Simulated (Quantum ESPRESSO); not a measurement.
Here is a Quantum ESPRESSO 7.5 calculation.

Contents of pw.in:

```
&CONTROL
  calculation = 'scf'
  prefix = 'pwscf'
  outdir = './tmp'
  pseudo_dir = './pseudo'
  tprnfor = .true.
  tstress = .true.
  disk_io = 'low'
/
&SYSTEM
  ibrav = 0
  nat = 2
  ntyp = 1
  ecutwfc = 45
  ecutrho = 360
  nbnd = 21
  occupations = 'smearing'
  smearing = 'fd'
  degauss = 0.00367493
/
&ELECTRONS
  conv_thr = 4d-10
  electron_maxstep = 120
  mixing_beta = 0.5
/
ATOMIC_SPECIES
Ge    72.6300 ge_lda_v1.4.uspp.F.UPF
CELL_PARAMETERS angstrom
   0.0000000000    2.8287500000    2.8287500000
   2.8287500000    0.0000000000    2.8287500000
   2.8287500000    2.8287500000    0.0000000000
ATOMIC_POSITIONS crystal
Ge     0.0000000000    0.0000000000    0.0000000000
Ge     0.2500000000    0.2500000000    0.2500000000
K_POINTS automatic
10 10 10 0 0 0
```

The input bands.in:

```
&CONTROL
  calculation = 'bands'
  prefix = 'pwscf'
  outdir = './tmp'
  pseudo_dir = './pseudo'
  disk_io = 'low'
  verbosity = 'high'
/
&SYSTEM
  ibrav = 0
  nat = 2
  ntyp = 1
  ecutwfc = 45
  ecutrho = 360
  nbnd = 21
  occupations = 'smearing'
  smearing = 'fd'
  degauss = 0.00367493
/
&ELECTRONS
  conv_thr = 1d-08
  electron_maxstep = 120
  mixing_beta = 0.5
  diago_full_acc = .true.
  startingwfc = 'random'
/
ATOMIC_SPECIES
Ge    72.6300 ge_lda_v1.4.uspp.F.UPF
CELL_PARAMETERS angstrom
   0.0000000000    2.8287500000    2.8287500000
   2.8287500000    0.0000000000    2.8287500000
   2.8287500000    2.8287500000    0.0000000000
ATOMIC_POSITIONS crystal
Ge     0.0000000000    0.0000000000    0.0000000000
Ge     0.2500000000    0.2500000000    0.2500000000
K_POINTS crystal
60
 0.0000000000  0.0000000000  0.0000000000 1
 0.0625000000  0.0000000000  0.0625000000 1
 0.1250000000  0.0000000000  0.1250000000 1
 0.1875000000  0.0000000000  0.1875000000 1
 0.2500000000  0.0000000000  0.2500000000 1
 0.3125000000  0.0000000000  0.3125000000 1
 0.3750000000  0.0000000000  0.3750000000 1
 0.4375000000  0.0000000000  0.4375000000 1
 0.5000000000  0.0000000000  0.5000000000 1
 0.5000000000  0.0625000000  0.5625000000 1
 0.5000000000  0.1250000000  0.6250000000 1
 0.5000000000  0.1875000000  0.6875000000 1
 0.5000000000  0.2500000000  0.7500000000 1
 0.4375000000  0.3125000000  0.7500000000 1
 0.3750000000  0.3750000000  0.7500000000 1
 0.3375000000  0.3375000000  0.6750000000 1
 0.3000000000  0.3000000000  0.6000000000 1
 0.2625000000  0.2625000000  0.5250000000 1
 0.2250000000  0.2250000000  0.4500000000 1
 0.1875000000  0.1875000000  0.3750000000 1
 0.1500000000  0.1500000000  0.3000000000 1
 0.1125000000  0.1125000000  0.2250000000 1
 0.0750000000  0.0750000000  0.1500000000 1
 0.0375000000  0.0375000000  0.0750000000 1
 0.0000000000  0.0000000000  0.0000000000 1
 0.0625000000  0.0625000000  0.0625000000 1
 0.1250000000  0.1250000000  0.1250000000 1
 0.1875000000  0.1875000000  0.1875000000 1
 0.2500000000  0.2500000000  0.2500000000 1
 0.3125000000  0.3125000000  0.3125000000 1
 0.3750000000  0.3750000000  0.3750000000 1
 0.4375000000  0.4375000000  0.4375000000 1
 0.5000000000  0.5000000000  0.5000000000 1
 0.5250000000  0.4500000000  0.5250000000 1
 0.5500000000  0.4000000000  0.5500000000 1
 0.5750000000  0.3500000000  0.5750000000 1
 0.6000000000  0.3000000000  0.6000000000 1
 0.6250000000  0.2500000000  0.6250000000 1
 0.5833333333  0.2500000000  0.6666666667 1
 0.5416666667  0.2500000000  0.7083333333 1
 0.5000000000  0.2500000000  0.7500000000 1
 0.5000000000  0.2857142857  0.7142857143 1
 0.5000000000  0.3214285714  0.6785714286 1
 0.5000000000  0.3571428571  0.6428571429 1
 0.5000000000  0.3928571429  0.6071428571 1
 0.5000000000  0.4285714286  0.5714285714 1
 0.5000000000  0.4642857143  0.5357142857 1
 0.5000000000  0.5000000000  0.5000000000 1
 0.4821428571  0.4821428571  0.5357142857 1
 0.4642857143  0.4642857143  0.5714285714 1
 0.4464285714  0.4464285714  0.6071428571 1
 0.4285714286  0.4285714286  0.6428571429 1
 0.4107142857  0.4107142857  0.6785714286 1
 0.3928571429  0.3928571429  0.7142857143 1
 0.3750000000  0.3750000000  0.7500000000 1
 0.6250000000  0.2500000000  0.6250000000 1
 0.5937500000  0.1875000000  0.5937500000 1
 0.5625000000  0.1250000000  0.5625000000 1
 0.5312500000  0.0625000000  0.5312500000 1
 0.5000000000  0.0000000000  0.5000000000 1
```

Potentials or basis: GBRV 1.5 LDA.

Run with:

```sh
$ OMP_NUM_THREADS=1 pw.x -in pw.in > pw.out
$ OMP_NUM_THREADS=1 pw.x -in bands.in > bands.out
```

(1) Predict the pressure.

(2) Estimate the band gap on the k mesh.

## Answers

(1) -1.5 GPa.

(2) none (metal or under the smearing width).

Caveat: this crystal is a semiconductor, whose small gap the functional closes, so the metal is an error of the method.

**What was measured.**

From “Electronic and optical properties of SixGe1-x-ySny alloys lattice-matched to Ge”, 2021, arxiv:2109.02782, for a bulk crystal of Ge at 293 K: band gap 0.666 eV (indirect).

Measured gap of Ge: 0.666 eV (indirect; 293 K; “Electronic and optical properties of SixGe1-x-ySny alloys lattice-matched to Ge”, 2021, arxiv:2109.02782). This calculation gives 0.00 eV (-0.67 eV). 3 values of this kind are on record (0.666 to 0.807 eV); this one was drawn at random among those near their median. Spin-orbit coupling on Ge is left out. The value is that of LDA on a finite k mesh, which can miss the band edges, without temperature or zero-point motion. Semilocal functionals fall short of measured gaps as a rule.
